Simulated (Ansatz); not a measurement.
**r2SCAN0/def2-SVP run of Si2H4OF2 (SMILES O[SiH](F)[SiH2]F)**

What is the electronic atomisation energy of Si2H4OF2 at r2SCAN0/def2-SVP? 

Program for the calculation: Ansatz 0.2.0.

69 further runs of the same task are left out: 69 set aside as unsound or not needed.

## (1) The structure to begin with

Si2H4OF2: 9 atoms, total charge 0, spin state singlet. As SMILES, `O[SiH](F)[SiH2]F`. Geometry: relaxed at PBE0-D4/def2-TZVP. This is one conformer, not always the lowest.

Bond lengths: O1–Si2 1.634 Å, Si2–F3 1.601 Å, Si2–Si4 2.358 Å, Si4–F5 1.612 Å, O1–H6 0.959 Å, Si2–H7 1.480 Å, Si4–H8 1.485 Å, Si4–H9 1.487 Å. Some angles: O1–Si2–F3 110.8°, O1–Si2–Si4 109.5°, F3–Si2–Si4 107.8°, Si2–Si4–F5 106.0°, O1–Si2–H7 106.2°, F3–Si2–H7 107.1°, Si4–Si2–H7 115.4°, Si2–O1–H6 118.4°, Si2–Si4–H8 114.0°, Si2–Si4–H9 111.6°.

## (2) The energy at r2SCAN0/def2-SVP

Contents of job.yaml:

```yaml
crystal:
  periodic: [false, false, false]
  atoms:
    - {symbol: O, position_ang: [0.844300, 1.766700, -0.485000]}
    - {symbol: Si, position_ang: [0.969400, 0.137800, -0.453100]}
    - {symbol: F, position_ang: [0.986700, -0.459700, -1.938500]}
    - {symbol: Si, position_ang: [-0.894000, -0.772400, 0.668300]}
    - {symbol: F, position_ang: [-2.133900, 0.202600, 0.333800]}
    - {symbol: H, position_ang: [-0.014200, 2.154900, -0.665100]}
    - {symbol: H, position_ang: [2.284600, -0.163900, 0.153800]}
    - {symbol: H, position_ang: [-1.253000, -2.143900, 0.226600]}
    - {symbol: H, position_ang: [-0.701500, -0.768300, 2.142300]}
basis:
  gaussian:
    orbitals: def2-SVP
hamiltonian:
  xc: {name: r2SCAN0}
accuracy: high
output: {orbitals: {seedname: orbitals}}
```

The run is started by

```sh
$ ansatz run job.yaml --threads 1 --pin off --max-ram 3480MiB --events-out events.jsonl --progress --plain --runs-dir runs
```

What it wrote:

```text
Warning: RAYON_NUM_THREADS=1 ignored (pool sized by the plan → 1); use --threads N
Functional definition: r2SCAN0
  name "r2SCAN0"
  parameter a = 0.25
  parameter k0 = 0.174
  parameter k1 = 0.065
  parameter a1 = 4.9479
  exchange = (1 - a)*r2scan_x(k0 = k0, k1 = k1, a1 = a1) + a*exact_x
  correlation = r2scan_c
2049 factors; integrals over basis functions are off by at most 5.5e-9 eV
mean field evaluation 1: about -23283.1198 eV, gradient 5.6e1 eV
mean field evaluation 2: about -23276.9956 eV, gradient 8.1e1 eV
mean field evaluation 4: about -23288.0362 eV, gradient 3.0e0 eV
mean field evaluation 8: about -23288.2546 eV, gradient 2.0e-1 eV
mean field evaluation 16: about -23288.2546 eV, gradient 2.4e-5 eV
mean field -23288.25463783 eV, -855.8275725944 hartree, gradient 5.4e-8 eV, S^2 0.000000; 0 other end points of the search recorded, 0 dependent functions left out
reference -23288.25463847 eV, -855.8275726179 hartree; 29, 29 occupied and 69, 69 virtual orbitals, 2049 factors
Total energy: -23288.25463847 eV, -855.8275726179 hartree
```

Wall time 18 s (1 thread of Arm Neoverse V1, shared host); peak memory 0.42 GiB.

## (3) The F atom at the same level

Contents of molecule.yaml:

```yaml
crystal:
  periodic: [false, false, false]
  atoms:
    - symbol: F
      position_ang: [0.000000, 0.000000, 0.000000]
basis:
  gaussian:
    orbitals: def2-SVP
total_charge: 0
magnetization:
  spin_polarized: true
  initial_magnetization: 1
hamiltonian:
  xc: {name: r2SCAN0}
accuracy: high
```

Run the same way, it converges to -99.59319 Eh (log not shown).

## (4) The H atom

Contents of molecule.yaml:

```yaml
crystal:
  periodic: [false, false, false]
  atoms:
    - {symbol: H, position_ang: [0.000000, 0.000000, 0.000000]}
basis:
  gaussian:
    orbitals: def2-SVP
magnetization:
  spin_polarized: true
  initial_magnetization: 1
hamiltonian:
  xc: {name: r2SCAN0}
accuracy: high
```

The run is started by

```sh
$ ansatz run molecule.yaml --threads 1 --pin off --max-ram 3480MiB --events-out events.jsonl --progress --plain --runs-dir runs
```

What it wrote, cut to the lines that bear on the results:

```text
Warning: RAYON_NUM_THREADS=1 ignored (pool sized by the plan → 1); use --threads N
[... 8 set-up lines as earlier in the session ...]
15 factors; integrals over basis functions are off by at most 8.9e-10 eV
mean field evaluation 1: about -13.5812 eV, gradient 5.2e-1 eV
mean field evaluation 2: about -13.5847 eV, gradient 5.9e-2 eV
mean field evaluation 4: about -13.5846 eV, gradient 1.1e-5 eV
mean field evaluation 8: about -13.5846 eV, gradient 1.5e-8 eV
mean field -13.58464121 eV, -0.4992263564 hartree, gradient 1.5e-8 eV, S^2 0.750000; 0 other end points of the search recorded, 0 dependent functions left out
reference -13.58464187 eV, -0.4992263807 hartree; 1, 0 occupied and 4, 5 virtual orbitals, 15 factors
Total energy: -13.58464187 eV, -0.4992263807 hartree
```

It took 0.42 s on 1 thread of Arm Neoverse V1, shared host.

## (5) The O atom at the same level

Contents of molecule.yaml:

```yaml
crystal:
  periodic: [false, false, false]
  atoms:
    - {symbol: O, position_ang: [0.000000, 0.000000, 0.000000]}
basis:
  gaussian: {orbitals: def2-SVP}
magnetization: {spin_polarized: true, initial_magnetization: 2}
hamiltonian: {xc: {name: r2SCAN0}}
accuracy: high
```

Run the same way, it converges to -74.96183 Eh (log not shown).

## (6) The Si atom

Contents of in.yaml:

```yaml
crystal:
  periodic: [false, false, false]
  atoms:
    - {symbol: Si, position_ang: [0.000000, 0.000000, 0.000000]}
basis:
  gaussian:
    orbitals: def2-SVP
magnetization:
  spin_polarized: true
  initial_magnetization: 2
hamiltonian:
  xc: {name: r2SCAN0}
accuracy: high
```

Run the same way, it converges to -289.24344 Eh (log not shown).

## (7) Results

Level: r2SCAN0/def2-SVP.

| quantity | value |
| --- | --- |
| molecule: total energy | -855.82757 Eh |
| molecule: HOMO energy | -8.39 eV |
| molecule: LUMO energy | -0.60 eV |
| molecule: HOMO–LUMO gap | 7.79 eV |
| F atom: total energy | -99.59319 Eh |
| F atom: ⟨S²⟩ | 0.752 |
| H atom: total energy | -0.49923 Eh |
| H atom: ⟨S²⟩ | 0.750 |
| O atom: total energy | -74.96183 Eh |
| O atom: ⟨S²⟩ | 2.004 |
| Si atom: total energy | -289.24344 Eh |
| Si atom: ⟨S²⟩ | 2.006 |
| electronic atomisation energy | 32.533 eV |

Taking the molecule apart into free atoms costs 32.53 eV (750 kcal/mol), before zero-point energy and without spin-orbit coupling.
